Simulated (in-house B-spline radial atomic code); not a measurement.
# K¹⁴⁺: excited configurations

How much energy does it take to promote electrons of K¹⁴⁺ to other shells? Each configuration is solved by itself and compared with the reference.

Method: Dirac-Hartree-Fock, average of configuration, Fermi nucleus, basis-set limit. Code: in-house B-spline radial atomic code version 1.

## (1) The system

| Quantity | Value |
| --- | --- |
| element | potassium (Z = 19) |
| charge | +14 |
| electrons | 5 |
| configuration | [He] 2s2 2p1 |
| Hamiltonian | Dirac-Coulomb |
| nucleus | Fermi, rms radius 3.435 fm |

Outer shells as boxes (Hund's rule):

[He] 2s2 2p1
```
[He] core
2s [↑↓]
2p [↑ ][  ][  ]
```

The boxes draw the filling by Hund's rule, which heavy ions in jj coupling don't follow; these runs average over all states of the configuration.

The run's settings:

```ini
Z = 19
electrons = 5.0
configuration = [He] 2s2 2p1
hamiltonian = dirac
method = hf
spin_polarised = False
nucleus = fermi
rms_radius = 3.4349
mass_number = 39
atomic_mass = 38.96370648482
speed_of_light = 137.035999084
```

From the earlier run of the reference: total energy -455.886431 hartree. Levels, eight at most:

```
orbital  occupation  energy (eV)  <r> (bohr)
  1s1/2           2     -4318.15     0.08030
  2s1/2           2      -894.66      0.3474
  2p1/2    0.333333      -862.99      0.2986
  2p3/2    0.666667      -859.13      0.3003
```

## (2) Run with [He] 2s2 5s1

The run's settings:

```ini
Z = 19
electrons = 5.0
configuration = [He] 2s2 5s1
hamiltonian = dirac
method = hf
spin_polarised = False
nucleus = fermi
rms_radius = 3.4349
mass_number = 39
atomic_mass = 38.96370648482
speed_of_light = 137.035999084
```

## (3) [He] 2s1 2p1 4f1

Settings: those of step 2 with these lines changed.

```diff
@@ -2,3 +2,3 @@
 electrons = 5.0
-configuration = [He] 2s2 5s1
+configuration = [He] 2s1 2p1 4f1
 hamiltonian = dirac
```

## (4) Run with [He] 2s1 2p1 5s1

Settings: those of step 3 with these lines changed.

```diff
@@ -2,3 +2,3 @@
 electrons = 5.0
-configuration = [He] 2s1 2p1 4f1
+configuration = [He] 2s1 2p1 5s1
 hamiltonian = dirac
```

## (5) Run with [He] 2s1 2p1 5f1

Settings: those of step 4 with these lines changed.

```diff
@@ -2,3 +2,3 @@
 electrons = 5.0
-configuration = [He] 2s1 2p1 5s1
+configuration = [He] 2s1 2p1 5f1
 hamiltonian = dirac
```

## (6) Configuration [He] 2s1 2p2

Settings: those of step 5 with these lines changed.

```diff
@@ -2,3 +2,3 @@
 electrons = 5.0
-configuration = [He] 2s1 2p1 5f1
+configuration = [He] 2s1 2p2
 hamiltonian = dirac
```

**Question.** How far above the reference does each configuration lie (order and size, in eV)?

**Answer**, as computed:

| net move | configuration | energy above the reference (eV) | with Breit, QED, recoil (eV) | largest <r> (bohr) |
| --- | --- | --- | --- | --- |
| 2s → 2p | [He] 2s1 2p2 | 45.421 | 45.295 | 0.348 |
| 2s → 4f | [He] 2s1 2p1 4f1 | 702.43 | 702.07 | 1.20 |
| 2p → 5s | [He] 2s2 5s1 | 729.93 | 729.73 | 2.36 |
| 2s → 5s | [He] 2s1 2p1 5s1 | 764.46 | 764.11 | 2.36 |
| 2s → 5f | [He] 2s1 2p1 5f1 | 771.40 | 771.04 | 2.09 |

Quantum defects of the promoted electron, δ = n − ζ/√(−2ε) with ζ = 15 and ε its orbital energy in hartree:

| promotion | δ |
| --- | --- |
| 2s → 4f | 0.003 |
| 2p → 5s | 0.144 |
| 2s → 5s | 0.193 |
| 2s → 5f | 0.004 |

At the bottom stands 2s → 2p (45.421 eV), at the top 2s → 5f (771.40 eV). Of those tabulated, the defect is largest for 5s (0.19) and least for 4f (0.00); at this charge much of the defect is relativistic. Two partly filled shells share a symmetry and can mix in the average, which may lower the energy, for: 2s → 5s. These are averages over configurations, without correlation, not spectroscopic levels.
